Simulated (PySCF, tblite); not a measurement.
# C₄H₄F₃O+: geometry, infrared bands and NMR shifts

Aim: predict the infrared bands and NMR shifts of C₄H₄F₃O+ (`C[C@H](C#[O+])C(F)(F)F`).

The runs use tblite 0.8.0 and PySCF 2.14.0, with density-fitted response routines of our own; the level of theory stands in each step. All values are computed, except where a source is named. Atoms are numbered from 0 throughout.

### Step 1. Starting geometry

12 atoms, charge 1, multiplicity 1; geometry from: force field or distance geometry start.

Bonds of the start (Å): C0–C1 1.52, C1–C2 1.44, C2–O3 1.15, C1–C4 1.53, C4–F5 1.38, C4–F6 1.37, C4–F7 1.38, C0–H8 1.11, C0–H9 1.10, C0–H10 1.10, C1–H11 1.10.

### Step 2. Relaxing the molecule with GFN2-xTB

The job: settings as JSON, then the geometry in Å.

```
{"job": {"kind": "relax", "xc": "GFN2-xTB", "basis": "xTB"}, "charge": 1, "multiplicity": 1}
C      1.362400    -0.065200     0.198300
C     -0.003100     0.265600    -0.380000
C     -0.489200     1.558500     0.018800
O     -0.882800     2.596600     0.317300
C     -1.037400    -0.805600    -0.035300
F     -1.127200    -0.869000     1.335900
F     -0.632500    -1.986800    -0.588300
F     -2.295100    -0.429800    -0.462900
H      1.226700    -0.746800     1.063000
H      1.897000     0.820000     0.585600
H      1.916900    -0.592400    -0.597000
H      0.065500     0.254100    -1.481500
```

The run is started by

```console
$ OMP_NUM_THREADS=1 python probes_run.py task.json out
```

One launch serves the whole session: the jobs run in the order shown.

**Question.** This job is followed by: GFN2-xTB harmonic vibrations, gas phase; GIAO PBE0/pcSseg-1 NMR shielding, non-relativistic, gas phase. Predict these results of the whole session: strongest infrared band; zero-point energy (GFN2-xTB); ¹³C shifts against TMS (PBE0/pcSseg-1); ¹H shifts against TMS (PBE0/pcSseg-1); ¹⁷O shifts against H2O (PBE0/pcSseg-1); ¹⁹F shifts against CFCl3 (PBE0/pcSseg-1).

The runs gave:

```
                                quantity                         value
                 strongest infrared band         2328 cm⁻¹, 976 km/mol
            zero-point energy (GFN2-xTB)                 47.2 kcal/mol
  ¹³C shifts against TMS (PBE0/pcSseg-1)  159.9, 129.7, 31.1, 19.2 ppm
   ¹H shifts against TMS (PBE0/pcSseg-1)                4.81, 2.89 ppm
  ¹⁷O shifts against H2O (PBE0/pcSseg-1)                     368.8 ppm
¹⁹F shifts against CFCl3 (PBE0/pcSseg-1)                     -61.0 ppm
```

**Reading.** Relaxing lowered the energy by 0.511 eV in 86 steps; the bond of the start that moved most is C1–C4, from 1.528 to 1.594 Å. No mode is imaginary among the 30: a minimum at this level. The strongest single mode, at 2328 cm⁻¹, moves mainly C2 and O3. Unscaled tight-binding wavenumbers are off by several per cent, some by more. Its intensities can rank the bands wrongly. At PBE0/pcSseg-1: The largest span, 547 ppm, is at O3, where the paramagnetic term is -429 ppm.
